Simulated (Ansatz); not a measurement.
# ZrS: the cost of one run

All numbers are computed with the Python package of Ansatz 0.2.0. Level of theory: DFT PBEsol, plane waves, PAW.

The COD entry's cell or inner coordinates are ideal or old and differ from later refinements, so a difference from it is no clean test against experiment.

### 1 Starting point

It takes space group Fm-3m (No. 225, cubic). The conventional cell has a = 5.250 Å, b = 5.250 Å, c = 5.250 Å, α = 90.00°, β = 90.00°, γ = 90.00°. Zr (site symmetry m-3m) has 6 S at 2.62 Å as nearest neighbours. Around S (site symmetry m-3m) lie 6 Zr at 2.62 Å.

The script holds or builds the structure itself.

### 2 The code

eos_zrs.py

```python
import warnings

import ansatz
import numpy as np
from scipy.optimize import curve_fit

vectors0 = np.array([
    [0.0, 2.625, 2.625],
    [2.625, 0.0, 2.625],
    [2.625, 2.625, 0.0],
])
sites = [
    ("Zr", (0.0, 0.0, 0.0)),
    ("S", (0.5, 0.5, 0.5)),
]


def make_crystal(cell):
    crystal = ansatz.Crystal(lattice=ansatz.Lattice.of(cell))
    for symbol, position in sites:
        crystal = crystal.atom(symbol, position)
    return crystal

def vinet(v, e0, v0, b0, b1):
    eta = (v / v0) ** (1 / 3)
    return e0 + 2 * b0 * v0 / (b1 - 1) ** 2 * (2 - (5 + 3 * b1 * (eta - 1) - 3 * eta) * np.exp(-1.5 * (b1 - 1) * (eta - 1)))

warnings.simplefilter("ignore", ansatz.DeckWarning)

volumes, energies = [], []
for scale in np.linspace(0.94, 1.06, 7):
    cell = vectors0 * scale ** (1 / 3)
    calculation = (
        make_crystal(cell).calculation()
        .functional("PBEsol")
        .occupations(ansatz.OccupationsMethod.FERMI_DIRAC, width=0.05)
        .basis(500)
        .kpoints(8, 8, 8)
    )
    data = calculation.run(threads=1).report
    volumes.append(abs(np.linalg.det(cell)) / len(sites))
    energies.append(data["free_energy_ev"] / len(sites))
    print(f"V = {volumes[-1]:8.4f} A^3/atom  F = {energies[-1]:.5f} eV/atom")

guess = (min(energies), volumes[int(np.argmin(energies))], 0.5, 4.5)
(e0, v0, b0, b1), _ = curve_fit(vinet, np.array(volumes), np.array(energies), p0=guess, maxfev=20000)
print(f"Vinet fit: V0 = {v0:.4f} A^3/atom, B0 = {160.21766 * b0:.1f} GPa, B1 = {b1:.2f}")
print("largest residual", round(1000 * float(np.abs(vinet(np.array(volumes), e0, v0, b0, b1) - energies).max()), 3), "meV/atom")
```

### 3 Running it

Launch:

```sh
$ python eos_zrs.py
```

Q: Estimate wall time and peak memory on 1 thread of Arm Neoverse V1, shared host.

About 9 s, with a peak of 0.42 GiB.
